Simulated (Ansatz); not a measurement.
# CH5FOSSi2: the cost of one run

Program: Ansatz 0.2.0, Gaussian basis. Level of theory: the settings change from run to run. These are calculated values, not measurements.

## 1. The geometry

The structure was relaxed beforehand with PBE0-D4 in a triple-zeta def2 set.

SMILES `F[SiH]([SiH3])OC=S`, 11 atoms, charge 0, spin multiplicity 1.

Atoms are counted from 1 here; the program's logs count them from 0.

Bond lengths: F1–Si2 1.596 Å, Si2–Si3 2.347 Å, Si2–O4 1.670 Å, Si2–H7 1.477 Å, Si3–H8 1.486 Å, Si3–H9 1.485 Å, Si3–H10 1.486 Å, O4–C5 1.333 Å, C5–S6 1.604 Å, C5–H11 1.096 Å. Angles: F1–Si2–Si3 108.7°, F1–Si2–O4 107.8°, F1–Si2–H7 108.3°, Si3–Si2–O4 112.0°, Si3–Si2–H7 115.8°, O4–Si2–H7 103.9°, Si2–Si3–H8 110.4°, Si2–Si3–H9 108.6°, Si2–Si3–H10 108.8°, H8–Si3–H9 109.6°, H8–Si3–H10 109.6°, H9–Si3–H10 109.8°, Si2–O4–C5 126.5°, O4–C5–S6 124.4°, O4–C5–H11 114.0°, S6–C5–H11 121.7°.

## 2. LC-wPBE/def2-TZVPP

Options: charge +1, multiplicity 2, restricted open-shell orbitals.

File in.yaml:

```yaml
crystal:
  periodic: [false, false, false]
  atoms:
    - {symbol: F, position_ang: [-0.589228, 1.829458, 1.255742]}
    - {symbol: Si, position_ang: [0.361153, 1.103680, 0.198886]}
    - {symbol: Si, position_ang: [1.040534, -0.958817, 1.088213]}
    - {symbol: O, position_ang: [-0.500486, 0.919868, -1.219240]}
    - {symbol: C, position_ang: [-1.426937, -0.004975, -1.470379]}
    - {symbol: S, position_ang: [-2.249223, -0.113174, -2.843205]}
    - {symbol: H, position_ang: [1.446360, 2.036707, -0.164449]}
    - {symbol: H, position_ang: [-0.142983, -1.780685, 1.452016]}
    - {symbol: H, position_ang: [1.862865, -0.704863, 2.298837]}
    - {symbol: H, position_ang: [1.851442, -1.675486, 0.070161]}
    - {symbol: H, position_ang: [-1.588298, -0.708914, -0.645985]}
basis:
  gaussian: {orbitals: def2-TZVPP}
total_charge: 1
magnetization: {spin_polarized: false, initial_magnetization: 1}
hamiltonian: {xc: {name: LC-wPBE}}
```

The run is started by

```sh
> ansatz run in.yaml --threads 4 --pin off --events-out ev --progress --plain --max-ram 10444MiB
```

**Question.** How long does this run take on 4 threads of Arm Neoverse V1, shared host, and how much memory does it need?

About 11 s, with a peak of 0.84 GiB.
